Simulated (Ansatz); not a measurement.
# HgPt: a single-point run

Wanted: a converged single-point run for HgPt, and a check of what comes out. The structure is shown as the input types it.

Method: DFT, r2SCAN, PAW with Ansatz's default frozen-core files, scalar-relativistic, in Ansatz 0.2.0.

## Step 1: Starting point

It takes space group P4/mmm (No. 123, tetragonal). Conventional cell: a = 2.971 Å, b = 2.971 Å, c = 3.825 Å, α = 90.00°, β = 90.00°, γ = 90.00°. Around Hg (site symmetry 4/mmm) lie 8 Pt at 2.84 Å and 4 Hg at 2.97 Å. Pt (site symmetry 4/mmm) is surrounded by 8 Hg at 2.84 Å and 4 Pt at 2.97 Å.

The input asks for a charge of +0.5 e on the cell.

Structure file:

```
CELL_PARAMETERS angstrom
2.97100 0.00000 0.00000
0.00000 2.97100 0.00000
0.00000 0.00000 3.82500
ATOMIC_POSITIONS crystal
Hg 0.00000 0.00000 0.00000
Pt 0.50000 0.50000 0.50000
```

## Step 2: The calculation

input.yaml

```yaml
crystal:
  lattice:
    - [2.971, 0.0, 0.0]
    - [0.0, 2.971, 0.0]
    - [0.0, 0.0, 3.825]
  atoms:
    - { symbol: Hg, position: [0.0, 0.0, 0.0] }
    - { symbol: Pt, position: [0.5, 0.5, 0.5] }
kpoints:
  mp_grid: { grid: [12, 12, 10] }
  band_path:
    path:
      - [0.0, 0.0, 0.0]
      - [0.0, 0.5, 0.0]
      - [0.5, 0.5, 0.0]
      - [0.0, 0.0, 0.0]
      - [0.0, 0.0, 0.5]
      - [0.0, 0.5, 0.5]
      - [0.5, 0.5, 0.5]
      - [0.0, 0.0, 0.5]
      - [0.0, 0.5, 0.0]
    npoints: 6
scf:
  occupations: { method: fermi_dirac, width: 0.05 }
  max_iter: 60
hamiltonian:
  xc: r2scan
  pseudopotentials: { kind: paw }
output:
  forces: true
  stress: true
  eigenvalues: true
  efg: { contact_densities: true }
  populations: true
total_charge: 0.5
```

Launch:

```
$ ansatz run input.yaml --threads 1 --pin off --max-ram 2048MiB --backend cpu --events-out ev --progress --plain --runs-dir out
```

What happens when this is run?

This run ends as converged, with warnings (gradients without spin orbit). That alone doesn't make the input a sound one.

In the input, total_charge is 0.5. The net charge is not the one intended, so the run treats another number of electrons.

To check: delete total_charge (the default then holds).
